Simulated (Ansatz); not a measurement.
**C₂H₅BrSi: a ladder of functionals and wavefunction methods**

An exercise on one series of results from a longer session: the logs are not shown, and one member is left open.

The runs use Ansatz 0.2.0, Gaussian basis; functionals in def2-TZVPP, the program's frozen cores in correlated methods.

Levels to be run: LDA (SPW92), PBE-D4, revPBE-D4, BLYP-D4, r2SCAN-D4, B97M-V, PBE0-D4, B3LYP-D4, r2SCANh-D4, r2SCAN0-D4, HSE06-D4, BHLYP-D4, CAM-B3LYP-D4, LC-ωPBE, ωB97X-V, ωB97M-V, B2PLYP, PBE-QIDH; CCSD(T)/def2-SVP; CCSD(T)/def2-TZVPP; MP2/def2-QZVPP; extrapolation to the limit; RPA on PBE.

**The relaxed structure**

An earlier PBE0-D4 in a triple-zeta def2 set relaxation fixed the geometry.

SMILES `C=C[SiH2]Br`, 9 atoms, charge 0, spin multiplicity 1.

Atoms are counted from 1 here; the program's logs count them from 0.

Bond lengths: C1–C2 1.330 Å, C1–H5 1.087 Å, C1–H6 1.086 Å, C2–Si3 1.848 Å, C2–H7 1.088 Å, Si3–Br4 2.229 Å, Si3–H8 1.482 Å, Si3–H9 1.482 Å. Angles: C2–C1–H5 121.7°, C2–C1–H6 122.2°, H5–C1–H6 116.1°, C1–C2–Si3 121.7°, C1–C2–H7 119.0°, Si3–C2–H7 119.3°, C2–Si3–Br4 110.1°, C2–Si3–H8 112.1°, C2–Si3–H9 109.5°, Br4–Si3–H8 106.2°, Br4–Si3–H9 108.1°, H8–Si3–H9 110.8°.

Set-up of the first run:

in.yaml

```yaml
crystal:
  periodic: [false, false, false]
  atoms:
    - {symbol: C, position_ang: [-0.405817, 1.503790, -0.203175]}
    - {symbol: C, position_ang: [0.453632, 0.497430, -0.339723]}
    - {symbol: Si, position_ang: [0.141654, -1.157486, 0.421355]}
    - {symbol: Br, position_ang: [-0.025684, -2.710934, -1.167920]}
    - {symbol: H, position_ang: [-1.333417, 1.391871, 0.351446]}
    - {symbol: H, position_ang: [-0.224590, 2.482347, -0.638776]}
    - {symbol: H, position_ang: [1.365232, 0.657144, -0.911959]}
    - {symbol: H, position_ang: [1.254962, -1.586098, 1.301404]}
    - {symbol: H, position_ang: [-1.137373, -1.124465, 1.170146]}
basis:
  gaussian: {orbitals: def2-TZVPP}
hamiltonian: {xc: lda}
output: {orbitals: {seedname: orbitals}}
```

Among the steps run: LDA; PBE-D4 (GGA); revPBE-D4 (GGA); BLYP-D4 (GGA); r2SCAN-D4 (meta-GGA); B97M-V (meta-GGA); PBE0-D4 (hybrid); B3LYP-D4 (hybrid); r2SCANh-D4 (hybrid); r2SCAN0-D4 (hybrid); HSE06-D4 (hybrid); BHLYP-D4 (hybrid); CAM-B3LYP-D4 (range-separated); LC-ωPBE-D4 (range-separated; the results give it without D4); ωB97X-V (range-separated); ωB97M-V (range-separated); B2PLYP (double hybrid); PBE-QIDH (double hybrid).

One table of the session follows, with a row left open; its other results are not shown here.

It belongs to the step «Orbital energies across the functionals». 

```
  functional  HOMO (eV)  gap (eV)
 LDA (SPW92)      -7.09      4.85
      PBE-D4      -6.96      4.97
   revPBE-D4      -6.91      5.01
     BLYP-D4      -6.79      4.96
   r2SCAN-D4      -7.27      5.48
      B97M-V      -7.34      5.59
     PBE0-D4      -8.19      7.17
    B3LYP-D4      -7.93      6.72
  r2SCANh-D4      -7.71      6.29
  r2SCAN0-D4      -8.38      7.48
    HSE06-D4      -7.79      6.40
    BHLYP-D4      -9.20      9.29
CAM-B3LYP-D4      -9.49      9.63
     LC-ωPBE          ?         ?
     ωB97X-V     -10.51     11.71
     ωB97M-V     -10.39     11.43
```

Q: Estimate the row for LC-ωPBE from the others.

The run gave: HOMO (eV): -10.89; gap (eV): 12.16. In the column «HOMO (eV)» it is the lowest.
